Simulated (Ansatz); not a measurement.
# C2H5FSi: one species, many methods

The task here is to estimate one member of a computed series from the others.

The runs use Ansatz 0.2.0, Gaussian basis; functionals in def2-TZVPP, the program's frozen cores in correlated methods.

Plan: LDA (SPW92), PBE-D4, revPBE-D4, BLYP-D4, r2SCAN-D4, B97M-V, PBE0-D4, B3LYP-D4, r2SCANh-D4, r2SCAN0-D4, HSE06-D4, BHLYP-D4, CAM-B3LYP-D4, LC-ωPBE, ωB97X-V, ωB97M-V, B2PLYP, PBE-QIDH; CCSD(T)/def2-SVP; CCSD(T)/def2-TZVPP; MP2/def2-QZVPP; extrapolation to the limit; RPA on PBE.

**The geometry**

All runs share one geometry, relaxed beforehand with PBE0-D4 in a triple-zeta def2 set.

SMILES `FC1C[SiH2]1`, 9 atoms, charge 0, spin multiplicity 1.

Atoms are counted from 1 here; the program's logs count them from 0.

Bond lengths: F1–C2 1.372 Å, C2–C3 1.522 Å, C2–Si4 1.863 Å, C2–H5 1.088 Å, C3–Si4 1.860 Å, C3–H6 1.087 Å, C3–H7 1.085 Å, Si4–H8 1.478 Å, Si4–H9 1.476 Å. Angles: F1–C2–C3 116.1°, F1–C2–Si4 122.7°, F1–C2–H5 110.6°, C3–C2–Si4 65.8°, C3–C2–H5 115.4°, Si4–C2–H5 119.1°, C2–C3–Si4 66.0°, C2–C3–H6 113.5°, C2–C3–H7 117.8°, Si4–C3–H6 113.5°, Si4–C3–H7 124.8°, H6–C3–H7 113.1°, C2–Si4–C3 48.2°, C2–Si4–H8 119.3°, C2–Si4–H9 119.0°, C3–Si4–H8 121.2°, C3–Si4–H9 116.4°, H8–Si4–H9 115.9°.

The first run:

Contents of in.yaml:

```yaml
crystal:
  periodic: [false, false, false]
  atoms:
    - {symbol: F, position_ang: [-1.489593, 0.960019, 0.999296]}
    - {symbol: C, position_ang: [-0.766728, 0.511095, -0.076843]}
    - {symbol: C, position_ang: [0.747097, 0.596010, 0.052327]}
    - {symbol: Si, position_ang: [0.095843, -1.140534, -0.093284]}
    - {symbol: H, position_ang: [-1.178406, 0.901374, -1.005045]}
    - {symbol: H, position_ang: [1.083522, 0.850051, 1.054733]}
    - {symbol: H, position_ang: [1.292483, 1.120432, -0.725192]}
    - {symbol: H, position_ang: [0.195817, -1.892361, -1.362099]}
    - {symbol: H, position_ang: [0.108466, -1.952387, 1.139006]}
basis:
  gaussian: {orbitals: def2-TZVPP}
hamiltonian: {xc: lda}
output: {orbitals: {seedname: orbitals}}
```

Launch:

```sh
ansatz run in.yaml --threads 2 --pin off --events-out ev --progress --plain --max-ram 4352MiB
```

Among the steps run: LDA; PBE-D4 (GGA); revPBE-D4 (GGA); BLYP-D4 (GGA); r2SCAN-D4 (meta-GGA); B97M-V (meta-GGA); B3LYP-D4 (hybrid); r2SCANh-D4 (hybrid); r2SCAN0-D4 (hybrid); HSE06-D4 (hybrid); BHLYP-D4 (hybrid); CAM-B3LYP-D4 (range-separated); LC-ωPBE (range-separated); ωB97X-V (range-separated); ωB97M-V (range-separated); B2PLYP (double hybrid); PBE-QIDH (double hybrid).

One table of the session follows, with a row left open; its other results are not shown here.

It belongs to the step «Orbital energies across the functionals». 

| functional | HOMO (eV) | gap (eV) |
| --- | --- | --- |
| LDA (SPW92) | -6.01 | 5.00 |
| PBE-D4 | -5.87 | 5.04 |
| revPBE-D4 | -5.81 | 5.06 |
| BLYP-D4 | -5.75 | 5.01 |
| r2SCAN-D4 | -6.09 | 5.56 |
| B97M-V | -6.17 | 5.48 |
| PBE0-D4 | ? | ? |
| B3LYP-D4 | -6.88 | 6.62 |
| r2SCANh-D4 | -6.55 | 6.30 |
| r2SCAN0-D4 | -7.22 | 7.39 |
| HSE06-D4 | -6.68 | 6.28 |
| BHLYP-D4 | -8.18 | 8.95 |
| CAM-B3LYP-D4 | -8.42 | 9.34 |
| LC-ωPBE | -9.73 | 11.78 |
| ωB97X-V | -9.39 | 11.32 |
| ωB97M-V | -9.26 | 10.91 |

Q: Estimate the row for PBE0-D4 from the others.

As computed: HOMO (eV): -7.08; gap (eV): 7.06. In the column «HOMO (eV)» it lies between r2SCAN0-D4 (-7.22) and B3LYP-D4 (-6.88).
